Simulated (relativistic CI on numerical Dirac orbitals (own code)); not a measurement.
**Ag²¹⁺: how the levels respond to the fine-structure constant and the nuclear radius**

How sensitive are the low transitions of Ag²¹⁺ to a change of α? Wanted is q = dE/dx with x = (α/α0)² − 1, and the field-shift factor by the mean square nuclear radius, for the lowest 30 levels.

Program: relativistic CI on numerical Dirac orbitals (own code) version 2. Level of theory: Dirac-Coulomb-Breit CI, KLI orbitals optimised for each configuration, derivatives by finite differences. These are calculated values, not measurements, unless marked.

## 1. The atom as given

| Item | Value |
| --- | --- |
| ion | Ag²¹⁺ (Ag XXII) |
| nuclear charge | 47 |
| electrons | 26 |
| isotope | A = 107 |
| first configuration | [Ar] 3d8 |

Outer shells as boxes (Hund's rule):

[Ar] 3d8
```
[Ar] core
3d [↑↓][↑↓][↑↓][↑ ][↑ ]
```

## 2. The run

Input settings:

```ini
atom Ag  Z=47  charge=21  electrons=26
nucleus A=107  rms_radius_fm=4.5454
hamiltonian dirac-coulomb  breit=on  qed=off  c_scale=1
orbitals kli  potential=per-configuration
slater_scale 1
correlation none
mixing on
configurations
  [Ar] 3d8
  [Ne] 3s2 3p5 3d9
  [Ne] 3s2 3p4 3d10
  [Ne] 3s 3p6 3d9
  [Ne] 3p6 3d10
  [Ne] 3s 3p5 3d10
  [Ar] 3d7 4s
  [Ar] 3d7 4p
end
derivatives alpha2 +-0.01 radius +-1%
```

**Question.** What will these runs give? Wanted: lowest level; largest q in size, lowest 30 levels; largest K in size within the lowest configuration; largest field-shift factor among them.

**Answer**, as computed:

```
                                         quantity                          value
                                     lowest level                        3d8 3F4
              largest q in size, lowest 30 levels   470100 cm⁻¹ (3s 3p6 3d9 3D1)
largest K in size within the lowest configuration                 2.10 (3d8 3F3)
            largest field-shift factor among them  -331 GHz/fm² (3s 3p6 3d9 3D3)
```

Among these levels the largest q belongs to 3s 3p6 3d9 3D1, a change of configuration. The fine-structure partner 3F3 has K = 2.10, close to the 2 of an interval that scales as α². K = 2q/E, the relative sensitivity of a level, hangs on the computed energy: between configurations that lie close it can be off by a factor of several.
